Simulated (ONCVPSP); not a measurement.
# An ONCV potential for silicon, from input to tests

Task: generate the file, and judge it by its errors in other configurations, its logarithmic derivatives, its ghosts and its cutoff.

Program: ONCVPSP 4.0.1.1 (patched build). Reference atom: LDA (Perdew-Wang 92), scalar-relativistic, spherical and spin-unpolarised. All values are calculated.

## 1. The atom and the settings

The settings as typed:

```json
{"element": "silicon (Si, Z = 14)", "type": "optimised norm-conserving Vanderbilt (ONCV)", "frozen core": "[He]", "valence charge": "12", "reference configuration": "2s2 2p6 3s2 3p2", "partial waves": "2s+3s: rc 1.15 bohr, ncon 5, nbas 9, qcut 10.1 1/bohr, 2 projectors; 2p+3p: rc 0.95 bohr, ncon 4, nbas 9, qcut 17.3 1/bohr, 2 projectors", "local potential": "polynomial inside 0.80 bohr (lpopt 5, dvloc0 3 Ha)", "core correction": "Teter function, fcfact 5, rcfact 1.25"}
```

The nodes and maxima of the atom's own shells, from an earlier all-electron run, set the scale for the radii.

All-electron outer shells of the reference configuration (LDA (PZ), scalar-relativistic, ld1.x):

```
shell  level (eV)  outermost node (bohr)  outermost maximum (bohr)
   1s    -1778.47                      –                      0.07
   2s     -138.73                   0.15                      0.45
   2p      -95.60                      –                      0.39
   3s      -10.88                   0.72                      1.77
   3p       -4.17                   0.72                      2.14
```

## 2. Generating the potential

File Si.dat:

```
# ATOM AND REFERENCE CONFIGURATION
# atsym  z   nc   nv     iexc    psfile
  Si 14.00    1    4  -001012      upf
#
#   n    l    f
    1    0    2.00
    2    0    2.00
    2    1    6.00
    3    0    2.00
    3    1    2.00
#
# PSEUDOPOTENTIAL AND OPTIMIZATION
# lmax
    1
#
#   l,   rc,      ep,       ncon, nbas, qcut
    0    1.15    0.00    5    9   10.10
    1    0.95    0.00    4    9   17.30
#
# LOCAL POTENTIAL
# lloc, lpopt,  rc(5),   dvloc0
    4    5    0.80    3.00
#
# VANDERBILT-KLEINMAN-BYLANDER PROJECTORs
# l, nproj, debl
    0    2    1.30
    1    2    1.80
#
# MODEL CORE CHARGE
# icmod, fcfact, rcfact
    3    5.00    1.25
#
# LOG DERIVATIVE ANALYSIS
# epsh1, epsh2, depsh
   -7.00    5.00    0.04
#
# OUTPUT GRID
# rlmax, drl
    6.00    0.01
#
# TEST CONFIGURATIONS
# ncnf
    4
# nvcnf
#   n    l    f
    4
    2    0    2.00
    2    1    6.00
    3    0    2.00
    3    1    1.00
#
    4
    2    0    2.00
    2    1    6.00
    3    0    2.00
    3    1    0.00
#
    4
    2    0    2.00
    2    1    6.00
    3    0    1.00
    3    1    0.00
#
    4
    2    0    2.00
    2    1    6.00
    3    0    0.00
    3    1    0.00
#
```

Launch:

```
oncvpsp.x < Si.dat > Si.out
```

What does the calculation give? Wanted: cutoffs for 1 and 0.1 mHa per electron, occupied waves; bound ghosts; GHOST(+) flags; largest test error; largest phase difference near zero energy, channels read; rms error of d²Exc/dn², without and with the model core.

The runs gave:

```
                                                quantity                                            value
  cutoffs for 1 and 0.1 mHa per electron, occupied waves                                102 Ha and 117 Ha
                                            bound ghosts                                       none found
                                          GHOST(+) flags                               none at low energy
                            largest test error (AE − PS)  +2.4 meV, for 2s2 2p6 3s2 3p0 (1 test unsolved)
largest phase difference near zero energy, channels read                                        0.000 rad
 rms error of d²Exc/dn², without and with the model core                                2.41 and 1.54 mHa
```

**Reading.** By total energies transferability is very good where solved: the largest error is 2.4 meV on 23.9 eV, for 2s2 2p6 3s2 3p0. Of the tests 1 gave no usable energy difference, which is a warning in itself. It counts as very hard, with 102 Ha needed at the looser tolerance. At the looser tolerance the 2p wave is the slowest; 3p needs 87 Ha. It is free of bound ghosts as far as tested. Near zero energy the phases of the channels with partial waves agree within 0.001 rad.
